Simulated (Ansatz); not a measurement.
# The cluster B₇−: reading failed and doubtful runs

Aim: try 1 input for the cluster B₇− as typed, read how each ends, and find what has to change.

The runs use Ansatz 0.2.0, Gaussian basis; the settings change from run to run.

3 further runs of the same task are left out: 3 set aside as unsound or not needed. Runs told in other sessions of the task aren't counted.

## (1) The relaxed structure

The geometry comes from an earlier relaxation with PBE-D4/def2-SVPD; it is a stationary point, not always the lowest conformer.

7 atoms, charge -1, spin multiplicity 1.

Atoms are counted from 1 here; the program's logs count them from 0.

Bond lengths: B1–B3 1.674 Å, B1–B4 1.582 Å, B1–B6 1.684 Å, B2–B3 1.583 Å, B2–B6 1.772 Å, B2–B7 1.583 Å, B3–B6 1.684 Å, B4–B5 1.582 Å, B4–B6 1.770 Å, B5–B6 1.684 Å, B5–B7 1.674 Å, B6–B7 1.684 Å. Angles: B3–B1–B4 124.5°, B3–B1–B6 60.2°, B4–B1–B6 65.5°, B3–B2–B6 60.0°, B3–B2–B7 101.5°, B6–B2–B7 60.0°, B1–B3–B2 124.6°, B1–B3–B6 60.2°, B2–B3–B6 65.6°, B1–B4–B5 101.5°, B1–B4–B6 60.0°, B5–B4–B6 60.0°, B4–B5–B6 65.5°, B4–B5–B7 124.5°, B6–B5–B7 60.2°, B1–B6–B2 113.1°, B1–B6–B3 59.6°, B1–B6–B4 54.5° and more.

## (2) Input 1

in.yaml reads:

```yaml
crystal:
  periodic: [false, false, false]
  atoms:
    - {symbol: B, position_ang: [-0.388412, -1.345561, -0.444797]}
    - {symbol: B, position_ang: [0.393970, 0.391298, 1.635592]}
    - {symbol: B, position_ang: [0.287366, -1.034977, 0.974314]}
    - {symbol: B, position_ang: [-0.850868, -0.227003, -1.512520]}
    - {symbol: B, position_ang: [0.237300, 0.970232, -0.949863]}
    - {symbol: B, position_ang: [-0.453393, 0.112169, 0.068036]}
    - {symbol: B, position_ang: [-0.088412, -1.295561, -0.394797]}
basis:
  gaussian: {orbitals: cc-pVTZ}
total_charge: -1
magnetization: {spin_polarized: true, initial_magnetization: 0}
hamiltonian: {xc: {name: B3LYP5}}
output: {forces: true}
```

Run with:

```sh
$ ansatz run in.yaml --threads 4 --pin off --events-out ev --progress --plain --max-ram 4787MiB
```

Before running them: what should the planned runs give, taken together?

The runs gave:

| input | level | ended | cause | time |
| --- | --- | --- | --- | --- |
| 1 | B3LYP5/cc-pVTZ | converged | one atom was put on top of another | 56 s |

In words: 1 converged. The dangerous case is the input that converges on a wrong geometry, charge, spin, basis or grid: often only a look at the input shows it.
